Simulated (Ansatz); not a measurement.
# Cs3TeCl: the cost of one run

Method: DFT LDA, scalar-relativistic, plane waves, PAW, in Ansatz 0.2.0.

## (1) The starting structure

Symmetry: Pm-3m, No. 221, cubic system. The conventional cell has a = 6.960 Å, b = 6.960 Å, c = 6.960 Å, α = 90.00°, β = 90.00°, γ = 90.00°. Cl (site symmetry m-3m) is surrounded by 6 Cs at 3.48 Å. Around Cs (site symmetry 4/mmm) lie 2 Cl at 3.48 Å.

As a file:

```
Te Cl Cs
1.0
     6.96000    0.00000    0.00000
     0.00000    6.96000    0.00000
     0.00000    0.00000    6.96000
Te Cl Cs
1 1 3
Direct
  0.00000 0.00000 0.00000
  0.50000 0.50000 0.50000
  0.50000 0.50000 0.00000
  0.50000 0.00000 0.50000
  0.00000 0.50000 0.50000
```

This is a trial structure built by rule; it need not be a known or stable form of this composition.

The cell is the ideal cubic antiperovskite prototype; whether it is the stable structure of this composition wasn't checked.

## (2) Seeking zero pressure, try 1

input.yaml

```yaml
crystal:
  lattice:
    - [6.96, 0.0, 0.0]
    - [0.0, 6.96, 0.0]
    - [0.0, 0.0, 6.96]
  atoms:
    - { symbol: Te, position: [0.0, 0.0, 0.0] }
    - { symbol: Cl, position: [0.5, 0.5, 0.5] }
    - { symbol: Cs, position: [0.5, 0.5, 0.0] }
    - { symbol: Cs, position: [0.5, 0.0, 0.5] }
    - { symbol: Cs, position: [0.0, 0.5, 0.5] }
basis:
  ecutwfc: 420
kpoints:
  mp_grid: { grid: [4, 4, 4] }
hamiltonian:
  xc: lda
scf:
  occupations: { method: gaussian, width: 0.05 }
output:
  forces: true
  stress: true
  eigenvalues: true
```

Run with:

```bash
$ ansatz run input.yaml --threads 1 --pin off --max-ram 1228MiB --backend cpu --events-out ev --progress --plain --runs-dir out
```

What time and memory should one allow on 1 thread of an Arm CPU, shared host?

About 12 s, with a peak of 0.48 GiB.
